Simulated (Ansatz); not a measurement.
# W₂+ (doublet): wave-function methods side by side, def2-QZVPP

An exercise on one series of results from a longer session: the logs are not shown, and one member is left open.

Computed with Ansatz 0.2.0, Gaussian basis. Level: def2-QZVPP, core rule «outside noble gas», up to 8 orbitals frozen.

The runs, in order: UHF; ROHF; CCSD(T) on UHF.

4 further runs of the same task are left out: 4 set aside as unsound or not needed.

### The system

The geometry is a PBE0/def2-TZVP stationary point (not a proven minimum) of the parent state, kept for this charge and spin. No spin-orbit coupling is included. Elements past krypton take def2 core potentials.

2 atoms, charge 1, spin multiplicity 2.

Atoms are counted from 1 here; the program's logs count them from 0.

Bond lengths: W1–W2 1.991 Å.

Set-up of the first run:

Input file in.yaml:

```yaml
crystal:
  periodic: [false, false, false]
  atoms:
    - {symbol: W, position_ang: [0.000000, 0.000000, 0.000000]}
    - {symbol: W, position_ang: [0.000000, 0.000000, 1.991200]}
basis:
  gaussian: {orbitals: "def2-QZVPP.json"}
total_charge: 1
magnetization: {spin_polarized: true, initial_magnetization: 1}
hamiltonian: {xc: hf}
output: {orbitals: {seedname: orbitals}}
```

Run with:

```console
$ ansatz run in.yaml --threads 1 --pin off --events-out ev --progress --plain --max-ram 2393MiB
```

Steps of the session up to this table: UHF; ROHF; CCSD(T) on UHF.

One of the session's tables, all rows but one given; the rest of the session is left out.

It belongs to the step «Misses and costs». 

| method | from UCCSD(T) (meV) |
| --- | --- |
| ROHF | +12922.0 |
| UHF | +10571.5 |
| UMP2 | +1867.3 |
| UCCSD | ? |
| UCCSD(T) | 0 |

Q: Estimate the row for UCCSD from the others.

**Answer.** from UCCSD(T) (meV): +920.0. In the column «from UCCSD(T) (meV)» it lies between UCCSD(T) (0) and UMP2 (+1867.3).

Caveats from the session: The determinant is far from a pure spin state, so its energy mixes those of several spin states (harmless only where they are near-degenerate, as at dissociation).
